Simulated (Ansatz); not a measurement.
# BTeH₃: up Jacob's ladder to CCSD(T)

An exercise on one series of results from a longer session: the logs are not shown, and one member is left open.

The runs use Ansatz 0.2.0, Gaussian basis; functionals in def2-TZVPP, the program's frozen cores in correlated methods.

Levels to be run: LDA (SPW92), PBE-D4, revPBE-D4, BLYP-D4, r2SCAN-D4, B97M-V, PBE0-D4, B3LYP-D4, r2SCANh-D4, r2SCAN0-D4, HSE06-D4, BHLYP-D4, CAM-B3LYP-D4, LC-ωPBE, ωB97X-V, ωB97M-V, B2PLYP, PBE-QIDH; CCSD(T)/def2-SVP; CCSD(T)/def2-TZVPP; CCSD(T)/def2-QZVPP; extrapolation to the limit; RPA on PBE.

## Structure used throughout

The geometry comes from an earlier relaxation with PBE0-D4 in a triple-zeta def2 set; it is a stationary point. Te takes the def2 core potential; no spin-orbit term is included.

SMILES `B[TeH]`, 5 atoms, charge 0, spin multiplicity 1.

Atoms are counted from 1 here; the program's logs count them from 0.

Bond lengths: B1–Te2 2.098 Å, B1–H3 1.189 Å, B1–H4 1.191 Å, Te2–H5 1.659 Å. Angles: Te2–B1–H3 120.6°, Te2–B1–H4 116.2°, H3–B1–H4 123.2°, B1–Te2–H5 96.2°.

Set-up of the first run:

Contents of in.yaml:

```yaml
crystal:
  periodic: [false, false, false]
  atoms:
    - {symbol: B, position_ang: [-0.073654, -0.724495, 0.108585]}
    - {symbol: Te, position_ang: [1.047781, 0.984764, -0.365050]}
    - {symbol: H, position_ang: [-1.236815, -0.639541, 0.339662]}
    - {symbol: H, position_ang: [0.521858, -1.755776, 0.128633]}
    - {symbol: H, position_ang: [-0.209270, 2.061447, -0.253230]}
basis:
  gaussian: {orbitals: def2-TZVPP}
hamiltonian: {xc: lda}
output: {orbitals: {seedname: orbitals}}
```

On the command line:

```console
$ ansatz run in.yaml --threads 2 --pin off --events-out ev --progress --plain --max-ram 4352MiB
```

Among the steps run: LDA; PBE-D4 (GGA); revPBE-D4 (GGA); BLYP-D4 (GGA); r2SCAN-D4 (meta-GGA); B97M-V (meta-GGA); B3LYP-D4 (hybrid); r2SCANh-D4 (hybrid); r2SCAN0-D4 (hybrid); HSE06-D4 (hybrid); BHLYP-D4 (hybrid); CAM-B3LYP-D4 (range-separated); LC-ωPBE (range-separated); ωB97X-V (range-separated); ωB97M-V (range-separated); B2PLYP (double hybrid); PBE-QIDH (double hybrid).

One table of the session follows, with a row left open; its other results are not shown here.

It belongs to the step «Orbital energies across the functionals». 

```
  functional  HOMO (eV)  LUMO (eV)  gap (eV)
 LDA (SPW92)      -6.47      -2.82      3.65
      PBE-D4      -6.29      -2.58      3.71
   revPBE-D4      -6.23      -2.49      3.74
     BLYP-D4      -6.10      -2.41      3.69
   r2SCAN-D4          ?          ?         ?
      B97M-V      -6.42      -2.31      4.11
     PBE0-D4      -7.22      -1.71      5.51
    B3LYP-D4      -7.00      -1.88      5.12
  r2SCANh-D4      -6.84      -1.99      4.85
  r2SCAN0-D4      -7.36      -1.54      5.82
    HSE06-D4      -6.83      -2.09      4.74
    BHLYP-D4      -7.97      -0.71      7.25
CAM-B3LYP-D4      -8.37      -0.64      7.74
     LC-ωPBE      -9.64       0.43     10.06
     ωB97X-V      -9.33       0.38      9.70
     ωB97M-V      -9.24       0.18      9.42
```

Q: Estimate the row for r2SCAN-D4 from the others.

Worked estimate for «HOMO (eV)». Against the share of exact exchange, r2SCANh-D4 (0.1, -6.84), r2SCAN0-D4 (0.25, -7.36) give a slope of -3.47 per unit share; at 0 the line stands at -6.49.

As computed: HOMO (eV): -6.49; LUMO (eV): -2.30; gap (eV): 4.19. In «HOMO (eV)» the line misses by 0.00.
